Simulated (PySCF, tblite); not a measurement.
**C₄H₇GaO₃S₂: geometry, infrared bands and NMR shifts**

Wanted: the infrared bands and NMR shifts of C₄H₇GaO₃S₂ (`CS(=O)(=O)C1=CC=[O+][GaH2-][S]1`), by calculation.

Computed with tblite 0.8.0 and PySCF 2.14.0, with density-fitted response routines of our own, on a single molecule in the gas phase. Atoms count from 0, in the outputs and in this text.

## 1. The molecule as given

17 atoms, charge 0, multiplicity 1; geometry from: force field or distance geometry start.

Bonds of the start (Å): C0–S1 1.74, S1–O2 1.49, S1–O3 1.51, S1–C4 1.76, C4–C5 1.31, C5–C6 1.45, C6–O7 1.23, O7–Ga8 1.82, Ga8–S9 2.27, S9–C4 1.78, C0–H10 1.12, C0–H11 1.10, C0–H12 1.13, C5–H13 1.11, C6–H14 1.12, Ga8–H15 1.61, Ga8–H16 1.62.

## 2. Relaxing the molecule with GFN2-xTB

The job: settings as JSON, then the geometry in Å.

```
{"job": {"kind": "relax", "xc": "GFN2-xTB", "basis": "xTB"}, "charge": 0, "multiplicity": 1}
C     -2.732000    -0.764400    -0.477700
S     -1.741800    -0.115500     0.797800
O     -2.220100     1.248700     1.158500
O     -1.926500    -0.967900     2.029200
C     -0.036900     0.020000     0.395900
C      0.341100     1.142600    -0.152300
C      1.661100     1.540600    -0.593500
O      2.702000     0.893100    -0.541100
Ga     3.038500    -0.793500     0.067900
S      0.964600    -1.405900     0.758400
H     -3.405700     0.034700    -0.889400
H     -2.163200    -1.254400    -1.288100
H     -3.420000    -1.530400    -0.019700
H     -0.446300     1.905900    -0.294100
H      1.748500     2.569400    -1.024100
H      4.104500    -0.848200     1.269500
H      3.525300    -1.662800    -1.207200
```

Started as:

```sh
> OMP_NUM_THREADS=1 python probes_run.py task.json out
```

The driver reads the jobs from task.json and runs them one after another.

Standard output:

```text
step      E/eV     max force
  0    -869.87177    7.036
  1    -870.68685    2.652
  2    -870.84218    1.061
  3    -870.90233    0.807
  4    -870.92550    0.401
  5    -870.93864    0.307
  6    -870.94844    0.209
  7    -870.95450    0.180
  8    -870.96173    0.195
  9    -870.96662    0.199
 10    -870.97048    0.146
 11    -870.97352    0.153
 12    -870.97667    0.146
 13    -870.97989    0.125
 14    -870.98287    0.138
 15    -870.98525    0.131
 16    -870.98726    0.104
 17    -870.98902    0.090
 18    -870.99061    0.107
 19    -870.99202    0.103
 20    -870.99321    0.091
 21    -870.99427    0.083
 22    -870.99531    0.080
 23    -870.99636    0.088
 24    -870.99741    0.078
 25    -870.99844    0.091
 26    -870.99946    0.085
 27    -871.00052    0.085
 28    -871.00162    0.095
 29    -871.00281    0.125
 30    -871.00421    0.127
 31    -871.00590    0.112
 32    -871.00776    0.126
 33    -871.00957    0.088
 34    -871.01107    0.088
 35    -871.01223    0.074
 36    -871.01323    0.077
 37    -871.01421    0.073
 38    -871.01523    0.085
 39    -871.01630    0.083
 40    -871.01726    0.079
 41    -871.01807    0.072
 42    -871.01883    0.088
 43    -871.01976    0.102
 44    -871.02087    0.103
 45    -871.02194    0.089
 46    -871.02271    0.088
 47    -871.02324    0.063
 48    -871.02371    0.069
 49    -871.02430    0.057
 50    -871.02473    0.037
 51    -871.02509    0.039
 52    -871.02552    0.067
 53    -871.02616    0.084
 54    -871.02693    0.068
 55    -871.02767    0.064
 56    -871.02837    0.072
 57    -871.02915    0.071
 58    -871.02999    0.073
 59    -871.03078    0.062
 60    -871.03158    0.072
 61    -871.03267    0.113
 62    -871.03399    0.169
 63    -871.03621    0.170
 64    -871.03837    0.086
 65    -871.03995    0.071
 66    -871.04064    0.081
 67    -871.04221    0.117
 68    -871.04375    0.117
 69    -871.04636    0.155
 70    -871.04833    0.105
 71    -871.04988    0.074
 72    -871.05065    0.092
 73    -871.05172    0.105
 74    -871.05301    0.102
 75    -871.05530    0.103
 76    -871.05658    0.135
 77    -871.05817    0.108
 78    -871.05946    0.077
 79    -871.06086    0.081
 80    -871.06224    0.096
 81    -871.06367    0.125
 82    -871.06379    0.201
 83    -871.06642    0.124
 84    -871.06812    0.079
 85    -871.07102    0.094
 86    -871.07231    0.117
 87    -871.07405    0.102
 88    -871.07593    0.089
 89    -871.07759    0.075
 90    -871.07709    0.202
 91    -871.07915    0.061
 92    -871.07972    0.059
 93    -871.08201    0.069
 94    -871.08288    0.063
 95    -871.08380    0.054
 96    -871.08414    0.052
 97    -871.08442    0.044
 98    -871.08475    0.045
 99    -871.08524    0.038
100    -871.08565    0.039
101    -871.08592    0.035
102    -871.08613    0.031
103    -871.08634    0.038
104    -871.08657    0.039
105    -871.08679    0.029
106    -871.08696    0.028
107    -871.08707    0.024
108    -871.08716    0.022
109    -871.08723    0.018
110    -871.08732    0.020
111    -871.08740    0.029
112    -871.08753    0.033
113    -871.08769    0.037
114    -871.08792    0.042
115    -871.08818    0.042
116    -871.08842    0.035
117    -871.08861    0.028
118    -871.08877    0.026
119    -871.08893    0.030
120    -871.08913    0.041
121    -871.08935    0.046
122    -871.08961    0.049
123    -871.08985    0.044
124    -871.09011    0.032
125    -871.09030    0.031
126    -871.09046    0.027
127    -871.09062    0.029
128    -871.09081    0.031
129    -871.09101    0.034
130    -871.09128    0.045
131    -871.09159    0.042
132    -871.09210    0.037
133    -871.09238    0.032
134    -871.09266    0.048
135    -871.09285    0.041
136    -871.09293    0.075
137    -871.09323    0.038
138    -871.09337    0.026
139    -871.09355    0.020
140    -871.09362    0.022
141    -871.09374    0.023
142    -871.09381    0.026
143    -871.09385    0.019
144    -871.09387    0.013
145    -871.09389    0.011
146    -871.09391    0.012
147    -871.09394    0.015
148    -871.09397    0.014
149    -871.09402    0.013
150    -871.09406    0.011
151    -871.09409    0.016
152    -871.09411    0.015
153    -871.09413    0.015
154    -871.09415    0.012
155    -871.09417    0.012
156    -871.09420    0.013
157    -871.09422    0.013
158    -871.09425    0.014
159    -871.09429    0.018
160    -871.09434    0.022
161    -871.09440    0.018
162    -871.09444    0.013
163    -871.09447    0.014
164    -871.09449    0.015
165    -871.09452    0.017
166    -871.09456    0.014
167    -871.09460    0.022
168    -871.09464    0.018
169    -871.09466    0.017
170    -871.09469    0.010
171    -871.09472    0.011
172    -871.09477    0.016
173    -871.09482    0.018
174    -871.09485    0.014
175    -871.09487    0.008
```

Wall time 3 s (1 thread of Arm Neoverse N1, shared host); peak memory 0.18 GiB.

The steps of the relaxation: (not every step is listed)

| step | energy from step 0 (eV) | largest force (eV/Å) |
| --- | --- | --- |
| 0 | 0.0000 | 7.0363 |
| 1 | -0.8151 | 2.6516 |
| 2 | -0.9704 | 1.0606 |
| 3 | -1.0306 | 0.8072 |
| 4 | -1.0537 | 0.4009 |
| 5 | -1.0669 | 0.3073 |
| 6 | -1.0767 | 0.2094 |
| 7 | -1.0827 | 0.1802 |
| 8 | -1.0900 | 0.1953 |
| 24 | -1.1256 | 0.0783 |
| 40 | -1.1455 | 0.0790 |
| 56 | -1.1566 | 0.0721 |
| 72 | -1.1789 | 0.0917 |
| 88 | -1.2042 | 0.0891 |
| 104 | -1.2148 | 0.0386 |
| 120 | -1.2174 | 0.0408 |
| 136 | -1.2212 | 0.0753 |
| 152 | -1.2223 | 0.0153 |
| 168 | -1.2229 | 0.0179 |
| 170 | -1.2229 | 0.0105 |
| 171 | -1.2230 | 0.0114 |
| 172 | -1.2230 | 0.0162 |
| 173 | -1.2231 | 0.0183 |
| 174 | -1.2231 | 0.0144 |
| 175 | -1.2231 | 0.0082 |

Distances of close pairs at the start and the end, largest changes first:

| bond | before (Å) | after (Å) | change (Å) |
| --- | --- | --- | --- |
| Ga8–S9 | 2.270 | 2.415 | +0.145 |
| C4–S9 | 1.780 | 1.674 | -0.105 |
| S1–C4 | 1.757 | 1.839 | +0.082 |
| S1–O3 | 1.509 | 1.433 | -0.076 |
| Ga8–H16 | 1.618 | 1.547 | -0.071 |
| C4–C5 | 1.305 | 1.375 | +0.070 |
| C0–S1 | 1.740 | 1.810 | +0.070 |
| Ga8–H15 | 1.607 | 1.544 | -0.064 |

The next job starts from the end point, and lists it.

## 3. Harmonic vibrations with GFN2-xTB

The job: settings as JSON, then the geometry in Å.

```
{"job": {"kind": "ir", "xc": "GFN2-xTB", "basis": "xTB"}, "charge": 0, "multiplicity": 1}
C     -2.596267    -1.253801    -0.249595
S     -1.881914     0.143131     0.652424
O     -2.474614     1.361410     0.177043
O     -1.929981    -0.119331     2.060724
C     -0.100034     0.174621     0.198076
C      0.418345     1.443394     0.090084
C      1.752161     1.754620    -0.159433
O      2.681780     0.911969    -0.329523
Ga     2.919105    -0.960875    -0.348061
S      0.576536    -1.353013     0.088252
H     -2.401427    -1.102907    -1.302955
H     -2.149463    -2.167785     0.116938
H     -3.660932    -1.235199    -0.050508
H     -0.292134     2.249249     0.207998
H      2.030802     2.812790    -0.215702
H      3.819836    -1.305098     0.857233
H      3.281202    -1.341145    -1.802905
```

Standard output:

```text
mode    cm-1     km/mol
  1      13.8      6.78
  2      37.6      0.64
  3      81.2      5.71
  4     111.0      1.33
  5     134.8      1.40
  6     143.1     19.36
  7     170.9      1.18
  8     236.0      1.44
  9     245.7      5.82
 10     278.4      1.39
 11     285.0      9.74
 12     314.4      9.78
 13     322.4     42.57
 14     347.2      9.60
 15     401.6     72.07
 16     405.6    110.78
 17     458.3     78.22
 18     474.5    222.27
 19     535.8      7.65
 20     552.3     42.70
 21     674.8    355.00
 22     705.8    108.68
 23     779.5      2.17
 24     802.1      8.51
 25     839.7     42.12
 26     860.1      5.42
 27     892.6    142.84
 28     896.1     25.63
 29    1114.8     41.63
 30    1123.0    298.46
 31    1255.5    250.82
 32    1262.4     90.38
 33    1274.2    162.98
 34    1317.2     72.42
 35    1407.7     18.12
 36    1417.9     18.72
 37    1465.7    719.52
 38    1512.1    195.47
 39    1716.5    324.43
 40    1731.8    343.05
 41    2905.4     18.17
 42    3065.3      4.49
 43    3080.0      3.66
 44    3082.7      0.98
 45    3096.8      1.34
```

Wall time 1.6 s (1 thread of Arm Neoverse N1, shared host); peak memory 0.18 GiB.

Which atoms move in the most intense modes:

```
cm⁻¹  km/mol                                atoms
 474   222.3                   H16 39 %, H15 37 %
 675   355.0                   H16 50 %, H15 48 %
1123   298.5            O3 28 %, O2 27 %, S1 20 %
1256   250.8  S1 30 %, O3 22 %, O2 16 %, H13 12 %
1466   719.5            C5 51 %, C6 30 %, C4 11 %
1512   195.5   C6 40 %, C4 21 %, O7 16 %, C5 15 %
1716   324.4                             H16 98 %
1732   343.1                             H15 98 %
```

## 4. NMR shieldings: PBE0/pcSseg-1

The job, as its differences from that of step 3:

```diff
@@ -1,2 +1,2 @@
-{"job": {"kind": "ir", "xc": "GFN2-xTB", "basis": "xTB"}, "charge": 0, "multiplicity": 1}
+{"job": {"kind": "nmr", "xc": "PBE0", "basis": "pcSseg-1"}, "charge": 0, "multiplicity": 1}
 C     -2.596267    -1.253801    -0.249595
```

Level: GIAO PBE0/pcSseg-1 NMR shielding, non-relativistic, gas phase.

Standard output:

```text
coarse grid: 73616 points
cycle   1  E = -3101.8847174061  dE =  1.803e+00  |g| = 1.609e+00  |ddm| = 4.354e+00
cycle   2  E = -3100.6364232326  dE =  1.248e+00  |g| = 3.014e+00  |ddm| = 3.835e+00
cycle   3  E = -3102.2041756053  dE = -1.568e+00  |g| = 5.288e-01  |ddm| = 3.167e+00
cycle   4  E = -3102.2567722678  dE = -5.260e-02  |g| = 1.730e-01  |ddm| = 6.266e-01
cycle   5  E = -3102.2618797090  dE = -5.107e-03  |g| = 7.728e-02  |ddm| = 2.183e-01
cycle   6  E = -3102.2632240705  dE = -1.344e-03  |g| = 1.393e-02  |ddm| = 7.692e-02
cycle   7  E = -3102.2632555954  dE = -3.152e-05  |g| = 6.322e-03  |ddm| = 1.754e-02
cycle   8  E = -3102.2632634934  dE = -7.898e-06  |g| = 1.823e-03  |ddm| = 6.883e-03
final grid: 152848 points
cycle   9  E = -3102.2633881571  dE =  1.370e-06  |g| = 3.264e-03  |ddm| = 4.685e-03
cycle  10  E = -3102.2633823327  dE =  5.824e-06  |g| = 6.317e-03  |ddm| = 8.353e-03
cycle  11  E = -3102.2633902329  dE = -7.900e-06  |g| = 4.219e-04  |ddm| = 5.587e-03
cycle  12  E = -3102.2633902643  dE = -3.139e-08  |g| = 7.465e-05  |ddm| = 4.044e-04
cycle  13  E = -3102.2633902655  dE = -1.247e-09  |g| = 1.518e-05  |ddm| = 6.567e-05
cycle  14  E = -3102.2633902655  dE = -2.365e-11  |g| = 6.320e-06  |ddm| = 1.800e-05
converged SCF energy = -3102.2633902655

GIAO shielding tensors (ppm)
atom      isotropic    diamagn.    paramagn.     s11        s22        s33       span
  0 C      142.757     256.427    -113.670    115.111    128.258    184.902     69.791
  1 S      193.399    1052.323    -858.924     47.654    198.105    334.437    286.783
  2 O      130.659     400.680    -270.021     77.720    120.151    194.106    116.386
  3 O      101.185     397.984    -296.799     38.558     96.563    168.435    129.877
  4 C      -23.332     272.403    -295.734   -137.082    -45.548    112.635    249.717
  5 C       72.201     259.341    -187.140    -38.834     82.689    172.748    211.581
  6 C       -8.037     247.354    -255.390   -101.336    -29.104    106.330    207.665
  7 O       -3.307     403.279    -406.586   -274.410   -126.698    391.188    665.598
  8 Ga    1475.726    2636.958   -1161.232   1304.611   1388.130   1734.437    429.826
  9 S      378.710    1061.402    -682.692     98.712    371.256    666.163    567.451
 10 H       29.394      31.655      -2.261     26.287     27.591     34.304      8.017
 11 H       27.817      31.084      -3.268     23.005     28.710     31.736      8.731
 12 H       28.741      25.866       2.875     26.003     26.694     33.527      7.524
 13 H       24.425      34.180      -9.755     21.422     22.972     28.879      7.457
 14 H       22.843      27.269      -4.426     19.723     24.014     24.792      5.069
 15 H       26.352      28.258      -1.906     20.646     21.217     37.193     16.546
 16 H       26.338      28.418      -2.080     20.650     21.405     36.959     16.309
```

Run time: 2.5 min. Hardware: 1 thread of Arm Neoverse N1, shared host; peak memory 1.2 GiB.

Shifts follow as δ = σ(reference) − σ, with reference shieldings (ppm) from runs at the same level and on the same kind of geometry: 1H TMS 31.72, 13C TMS 186.9, 17O H2O 336.1, 33S CS2 504. The references are single molecules in the gas phase, so shifts against H2O, NH3, PH3, H3PO4 or CFCl3 are not on the usual liquid scales and can be off by tens of ppm. Atoms listed in one row are averaged.

| atoms | environment | σ (ppm) | δ (ppm) |
| --- | --- | --- | --- |
| C4 | β carbon of a C=C–C=O unit | -23.3 | 210.3 |
| C6 | aldehyde carbonyl carbon | -8.0 | 195.0 |
| C5 | α carbon of a C=C–C=O unit | 72.2 | 114.7 |
| C0 | methyl carbon bonded to S | 142.8 | 44.2 |
| H14 | hydrogen on an aldehyde carbonyl carbon | 22.84 | 8.87 |
| H13 | hydrogen on an α carbon of a C=C–C=O unit | 24.42 | 7.29 |
| H15, H16 | hydrogen on a Ga bonded to O, S, in a 6-membered ring | 26.34 | 5.37 |
| H10, H11, H12 | hydrogen on a methyl carbon bonded to S | 28.65 | 3.07 |
| S1 | sulfone sulfur | 193 | 310 |
| S9 | sulfur bonded to C, Ga, in a 6-membered ring | 379 | 125 |
| O7 | donor oxygen of a Lewis adduct | -3.3 | 339.4 |
| O2, O3 | S=O oxygen | 115.9 | 220.2 |
| Ga8 | Ga bonded to O, S, 2 H, in a 6-membered ring | 1476 | – |

Charges from the same density, by scheme (e):

| atoms | Mulliken | IAO | Hirshfeld | ESP fit |
| --- | --- | --- | --- | --- |
| C0 | -0.36 | -0.63 | -0.12 | -0.68 |
| S1 | 0.99 | 1.99 | 0.51 | 1.06 |
| O2, O3 | -0.51 | -0.88 | -0.31 | -0.51 |
| C4 | -0.45 | -0.26 | 0.00 | -0.05 |
| C5 | -0.11 | -0.27 | -0.10 | -0.28 |
| C6 | 0.39 | 0.23 | 0.14 | 0.39 |
| O7 | -0.57 | -0.42 | -0.17 | -0.43 |
| Ga8 | 0.71 | 0.50 | 0.33 | 0.77 |
| S9 | -0.12 | -0.01 | -0.03 | -0.20 |

Mayer bond orders: C0–S1 0.91, S1–O2 1.73, S1–O3 1.76, S1–C4 0.79, C4–C5 1.39, C5–C6 1.33, C6–O7 1.45, O7–Ga8 0.41, Ga8–S9 0.47, S9–C4 1.39.

Ring of atoms C4, C5, C6, O7, Ga8, S9: NICS(0) 2.9, NICS(1) 0.4, NICS(1)zz 7.3 ppm (means of both faces).

The fields below are evaluated on a grid from the run's orbitals.

Frontier orbitals at PBE0/pcSseg-1, with the share of their density that lies nearest to each atom:

| orbital | energy (eV) | lies on |
| --- | --- | --- |
| HOMO | -7.48 | S9 35 %; C5 19 %; H15, H16 about 12 % each |
| LUMO | -3.49 | C4, C6 about 25 % each; S9 19 %; O7 13 % |

ELF in a plane through or near 10 of the atoms.

Ten even steps from '0' (0.00) to '9' (1.00):
```
0000000000000000000000000000
0000000000000000000000000000
0000000000000000000000000000
0000001797000540000000000000
0000007999106991045420000000
0000004999318991178863000000
0000000385674980282885000000
0000022351687230276763000000
0000168767455965634520000000
0000048657005318834622650000
0000004786015756459869994000
0000000221366562016139996000
0000022653592377129976871000
0000121462486398129983210000
0000013211147887109982000000
0000002221013564004730000000
0000000000000010000000000000
0000000000000000000000000000
0000000000000000000000000000
0000000000000000000000000000
```
The map spans 12.8 Å across and 10.0 Å up, centred on the molecule. Atoms in the plane (x, y in Å): C0 (2.7, -0.9), O2 (2.2, 1.7), C4 (0.1, 0.2), C5 (-0.6, 1.4), C6 (-2.0, 1.4), O7 (-2.8, 0.4), Ga8 (-2.7, -1.4), H11 (2.5, -1.8), H12 (3.8, -0.7), H13 (-0.1, 2.3).

log10 of the density (e/Å³) in the same plane.

Ten even steps from ' ' (-4.0) to '@' (2.3):
```
                                                        
                                                        
            ....................                        
          ..::--------::------::::::--::::..            
          ..--==++++======++==============--..          
          ::--++****++++++**++====++****++==::          
        ..::==++************++==++**%%##++==::..        
        ::--==++**##****%%##++++++**####++==::..        
      ..--==**####************++********++==--::..      
      ..--==**####**++++****##**********++====--::..    
      ..--==++****++==++++******++********++++==--..    
    ..::--==++******++++******++==++**##****++==--..    
    ..::--==**%%@@##++****##**++==++******++====::..    
    ..::--==**##%%**++++******++====****++==----::..    
    ..::--==++++++++====++++++==----==++==--::::..      
    ..::::--========----======------------::....        
      ..::::------::::::::--::::::..........            
        ........................                        
              ....                                      
                                                        
```
The map spans 12.8 Å across and 10.0 Å up, centred on the molecule. Atoms in the plane (x, y in Å): C0 (2.7, -0.9), O2 (2.2, 1.7), C4 (0.1, 0.2), C5 (-0.6, 1.4), C6 (-2.0, 1.4), O7 (-2.8, 0.4), Ga8 (-2.7, -1.4), H11 (2.5, -1.8), H12 (3.8, -0.7), H13 (-0.1, 2.3).

On the surface of density 0.002 e/bohr³ the electrostatic potential runs, from the 1st to the 99th percentile, from -1.51 V near O3 to 1.65 V near H14.

## 5. What came out

```
                                                               quantity                          value
                              strongest single infrared mode (GFN2-xTB)          1466 cm⁻¹, 720 km/mol
                                           zero-point energy (GFN2-xTB)                  62.7 kcal/mol
                                 13C shifts against TMS (PBE0/pcSseg-1)  210.3, 195.0, 114.7, 44.2 ppm
 1H shifts against TMS (PBE0/pcSseg-1, means over atoms taken as alike)     8.87, 7.29, 5.37, 3.07 ppm
                                 33S shifts against CS2 (PBE0/pcSseg-1)                   310, 125 ppm
17O shifts against H2O (PBE0/pcSseg-1, means over atoms taken as alike)               339.4, 220.2 ppm
                                       shieldings of Ga (PBE0/pcSseg-1)                 Ga8 1475.7 ppm
                                  surface potential, 1st and 99th percentile             -1.51 V and 1.65 V
```

What this shows: Relaxing lowered the energy by 1.223 eV in 175 steps; the close pair that moved most is Ga8–S9, from 2.270 to 2.415 Å. No mode is imaginary among the 45: a minimum at this level. The strongest single mode, at 1466 cm⁻¹, moves mainly C5 and C6. Unscaled tight-binding wavenumbers are off by several per cent, some by more. Its intensities can rank the bands wrongly. H14 (hydrogen on an aldehyde carbonyl carbon) lies farthest downfield among hydrogen, at 8.87 ppm; the formyl region, downfield of aromatic protons. At PBE0/pcSseg-1: The widest tensor belongs to O7: span 666 ppm, with a paramagnetic part of -407 ppm. At PBE0/pcSseg-1, counted by nearest atom on the grid, the HOMO lies on S9 35 %; C5 19 %, the LUMO on C4, C6 about 25 % each; S9 19 %. Spin-orbit coupling is left out, which matters for shieldings and couplings at and beside the heavy atoms.
